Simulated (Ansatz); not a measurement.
# Na2GeO2: the cost of one run

Program: Ansatz 0.2.0. Level of theory: DFT PBE, scalar-relativistic, plane waves, PAW. These are calculated values, not measurements.

## Step 1: The structure to begin with

The structure is orthorhombic, space group Cmcm (No. 63). Conventional cell: a = 11.086 Å, b = 6.237 Å, c = 4.571 Å, α = 90.00°, β = 90.00°, γ = 90.00°. Na (site symmetry m) has 4 O at 2.34 to 2.36 Å as nearest neighbours. Around Ge (site symmetry m2m) lie 2 O at 1.80 Å. O (site symmetry m) is surrounded by 1 Ge at 1.80 Å and 4 Na at 2.34 to 2.36 Å.

As a file:

```
Na Ge O
1.0
     5.54291   -3.11849    0.00000
     5.54291    3.11849    0.00000
     0.00000    0.00000    4.57068
Na Ge O
4 2 4
Direct
  0.81928 0.51743 0.75000
  0.51743 0.81928 0.25000
  0.18072 0.48257 0.25000
  0.48257 0.18072 0.75000
  0.11286 0.88714 0.75000
  0.88714 0.11286 0.25000
  0.14510 0.58904 0.75000
  0.41096 0.85490 0.75000
  0.85490 0.41096 0.25000
  0.58904 0.14510 0.25000
```

The start is the relaxed end of an invented cell (made as: species swapped into a database cell of Ho2SeO2 (P-3m1, No. 164)), taken up again for a closer look.

## Step 2: A first look at the guess

Input file input.yaml:

```yaml
crystal:
  lattice:
    - [5.5429086, -3.1184918, 0.0]
    - [5.5429086, 3.1184918, 0.0]
    - [0.0, 0.0, 4.5706787]
  atoms:
    - { symbol: Na, position: [0.819279, 0.517425, 0.75] }
    - { symbol: Na, position: [0.517425, 0.819279, 0.25] }
    - { symbol: Na, position: [0.180721, 0.482575, 0.25] }
    - { symbol: Na, position: [0.482575, 0.180721, 0.75] }
    - { symbol: Ge, position: [0.112856, 0.887144, 0.75] }
    - { symbol: Ge, position: [0.887144, 0.112856, 0.25] }
    - { symbol: O, position: [0.145102, 0.589043, 0.75] }
    - { symbol: O, position: [0.410957, 0.854898, 0.75] }
    - { symbol: O, position: [0.854898, 0.410957, 0.25] }
    - { symbol: O, position: [0.589043, 0.145102, 0.25] }
basis:
  ecutwfc: 420
kpoints:
  mp_grid: { grid: [4, 4, 4] }
hamiltonian:
  xc: pbe
scf:
  occupations: { method: gaussian, width: 0.1 }
  lower_state_search: "off"
output:
  forces: true
  stress: true
  eigenvalues: true
```

Run with:

```console
$ ansatz run input.yaml --threads 4 --pin off --max-ram 8192MiB --backend cpu --events-out ev --progress --plain --runs-dir out
```

What time and memory should one allow on 4 threads of Arm Neoverse V1, shared host?

About 4 s, with a peak of 0.57 GiB.
